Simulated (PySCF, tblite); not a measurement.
# C3H8NOSi radical: geometry, infrared bands and EPR parameters

Aim: predict the infrared bands and EPR parameters of C3H8NOSi radical (`C/N=[C]\[SiH2]OC`).

The runs use tblite 0.8.0 and PySCF 2.14.0, with density-fitted response routines of our own; the level of theory stands in each step. All values are computed, except where a source is named. Atoms count from 0, in the outputs and in this text.

### 1 The starting structure

14 atoms, charge 0, multiplicity 2; geometry from: force field or distance geometry start.

Bonds of the start (Å): C0–N1 1.48, N1–C2 1.17, C2–Si3 1.89, Si3–O4 1.67, O4–C5 1.42, C0–H6 1.09, C0–H7 1.11, C0–H8 1.09, Si3–H9 1.50, Si3–H10 1.48, C5–H11 1.10, C5–H12 1.09, C5–H13 1.10.

### 2 Relaxing the molecule with GFN2-xTB

What the job is given:

```
{"job": {"kind": "relax", "xc": "GFN2-xTB", "basis": "xTB"}, "charge": 0, "multiplicity": 2}
C      2.716000     0.138300    -0.114800
N      1.724600    -0.240000    -1.145300
C      0.715300    -0.642100    -0.705600
Si    -0.957000    -1.241000    -0.060600
O     -1.719000    -0.138100     0.940100
C     -2.111500     1.104800     0.364400
H      2.980500    -0.705700     0.518900
H      2.337800     0.962200     0.518300
H      3.623800     0.490000    -0.606600
H     -0.772600    -2.500900     0.729200
H     -1.874000    -1.558400    -1.182700
H     -2.617100     1.684600     1.144700
H     -2.815700     0.966000    -0.451000
H     -1.231700     1.679600     0.028800
```

Command:

```bash
OMP_NUM_THREADS=1 python probes_run.py task.json out
```

This one command runs all jobs of the session in turn.

**Question.** This job is followed by: GFN2-xTB harmonic vibrations, gas phase; UKS B3LYP, pcH-1 on C H N O Si, non-relativistic, mean-field spin-orbit, GIAO. Predict these results of the whole session: strongest single infrared mode (GFN2-xTB); zero-point energy (GFN2-xTB); g(iso) (B3LYP); ⟨S²⟩; largest a(iso) (averaged by class); surface potential, 1st and 99th percentile.

**Answer**, as computed:

```
                                 quantity                  value
strongest single infrared mode (GFN2-xTB)  2202 cm⁻¹, 372 km/mol
             zero-point energy (GFN2-xTB)          64.5 kcal/mol
                           g(iso) (B3LYP)                2.00137
                                     ⟨S²⟩     0.753 (exact 0.75)
       largest a(iso) (averaged by class)   13C on C2, 262.6 MHz
    surface potential, 1st and 99th percentile     -1.26 V and 1.02 V
```

**Reading.** Over 116 steps the energy fell by 0.728 eV; of the close pairs, C0–N1 changed most, 1.479 to 1.428 Å. All 36 modes are real, so the xTB geometry is a minimum. The strongest single mode, at 2202 cm⁻¹, moves mainly H10. GFN2-xTB is a fitted tight-binding method: band positions and strengths are rough. Its intensities can rank the bands wrongly. The largest share of the spin, 0.58 e, sits on C2. The isotropic g lies 0.9 ppt below the free-electron value.
